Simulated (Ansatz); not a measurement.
# CH6ClGe: the cost of one run

Program: Ansatz 0.2.0. Level of theory: UKS B3LYP-D4/def2-SVP. These are calculated values, not measurements.

## 1. Starting point

Bond lengths: Cl1–Ge2 2.548 Å, Ge2–H4 1.515 Å, Ge2–H5 1.514 Å, Ge2–H6 1.515 Å, C3–H7 1.073 Å, C3–H8 1.073 Å, C3–H9 1.073 Å. Angles: Cl1–Ge2–H4 111.0°, Cl1–Ge2–H5 112.9°, Cl1–Ge2–H6 112.6°, H4–Ge2–H5 106.5°, H4–Ge2–H6 106.8°, H5–Ge2–H6 106.7°, H7–C3–H8 116.5°, H7–C3–H9 116.5°, H8–C3–H9 116.6°.

Coordinates:

```xyz
9

Cl   -0.2371    0.0100   -0.1475
Ge    2.0460   -0.3791    0.9148
C    -2.2303    0.4131   -1.0056
H     1.9581   -0.3277    2.4260
H     3.0696    0.6600    0.5071
H     2.6319   -1.7294    0.5571
H    -1.9660    0.7335   -1.9950
H    -2.5827    1.1726   -0.3344
H    -2.6895   -0.5530   -0.9226
```

## 2. Pulling towards end A

Springs on the bonds that form and break draw the guess towards this end; the thresholds are loose.

Contents of input.yaml:

```yaml
crystal:
  periodic: [false, false, false]
  atoms:
    - { symbol: Cl, position_ang: [-0.2371, 0.01, -0.1475] }
    - { symbol: Ge, position_ang: [2.046, -0.3791, 0.9148] }
    - { symbol: C, position_ang: [-2.2303, 0.4131, -1.0056] }
    - { symbol: H, position_ang: [1.9581, -0.3277, 2.426] }
    - { symbol: H, position_ang: [3.0696, 0.66, 0.5071] }
    - { symbol: H, position_ang: [2.6319, -1.7294, 0.5571] }
    - { symbol: H, position_ang: [-1.966, 0.7335, -1.995] }
    - { symbol: H, position_ang: [-2.5827, 1.1726, -0.3344] }
    - { symbol: H, position_ang: [-2.6895, -0.553, -0.9226] }
magnetization:
  spin_polarized: true
  initial_magnetization: 1
basis:
  gaussian: { orbitals: def2-SVP }
hamiltonian:
  xc: b3lyp
  dispersion: d4
relax:
  f_tol: 0.15
  max_steps: 25
  restrain:
    - { distance: [0, 2], at: 3.08, k: 30.0 }
    - { distance: [1, 0], at: 2.22, k: 30.0 }
```

The run is started by

```sh
> ansatz run input.yaml --threads 2 --pin off --max-ram 3072MiB --backend cpu --events-out ev --progress --plain --runs-dir out
```

What time and memory should one allow on 2 threads of Arm Neoverse V2, shared host?

About 22 s, with a peak of 0.27 GiB.
